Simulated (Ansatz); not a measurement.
**Sb (bcc type): a single-point run**

Aim: a sound single-point run of Sb (bcc type).

Program: Ansatz 0.2.0. Level of theory: DFT, PBEsol, PAW with Ansatz's default frozen-core files, scalar-relativistic. These are calculated values, not measurements.

1 further run of the same task is left out (it didn't finish). Runs told in other sessions of the task aren't counted.

**1. Starting point**

Symmetry: Im-3m, No. 229, cubic system. The conventional cell has a = 3.627 Å, b = 3.627 Å, c = 3.627 Å, α = 90.00°, β = 90.00°, γ = 90.00°. Sb (site symmetry m-3m) has 8 Sb at 3.14 Å in its first shell of neighbours.

As a file:

```
CELL_PARAMETERS angstrom
-1.81369 1.81369 1.81369
1.81369 -1.81369 1.81369
1.81369 1.81369 -1.81369
ATOMIC_POSITIONS crystal
Sb 0.00000 0.00000 0.00000
```

**2. Running it**

input.yaml

```yaml
crystal:
  lattice:
    - [-1.8136913067, 1.8136913067, 1.8136913067]
    - [1.8136913067, -1.8136913067, 1.8136913067]
    - [1.8136913067, 1.8136913067, -1.8136913067]
  atoms:
    - { symbol: Sb, position: [0.0, 0.0, 0.0] }
kpoints:
  mp_grid: { grid: [16, 16, 16] }
  band_path:
    path:
      - [0.0, 0.0, 0.0]
      - [0.5, -0.5, 0.5]
      - [0.0, 0.0, 0.5]
      - [0.0, 0.0, 0.0]
      - [0.25, 0.25, 0.25]
      - [0.5, -0.5, 0.5]
      - [0.25, 0.25, 0.25]
      - [0.0, 0.0, 0.5]
    npoints: 8
scf:
  occupations: { method: gaussian, width: 2.0 }
  max_iter: 75
hamiltonian:
  xc: pbesol
  pseudopotentials: { kind: paw }
output:
  forces: true
  stress: true
  eigenvalues: true
  populations: true
```

Started as:

```
> ansatz run input.yaml --threads 1 --pin off --max-ram 2048MiB --backend cpu --events-out ev --progress --plain --runs-dir out
```

**Question.** How will this run end, and is anything wrong with its input?

The run converged and reported no error. That alone doesn't make the input a sound one.

The suspect setting: scf.occupations.method is gaussian; scf.occupations.width is 2.0. The width is far wider than usual, so occupations near the Fermi level are blurred and the entropy term grows.

The test: set scf.occupations.method to fermi_dirac and scf.occupations.width to 0.05.
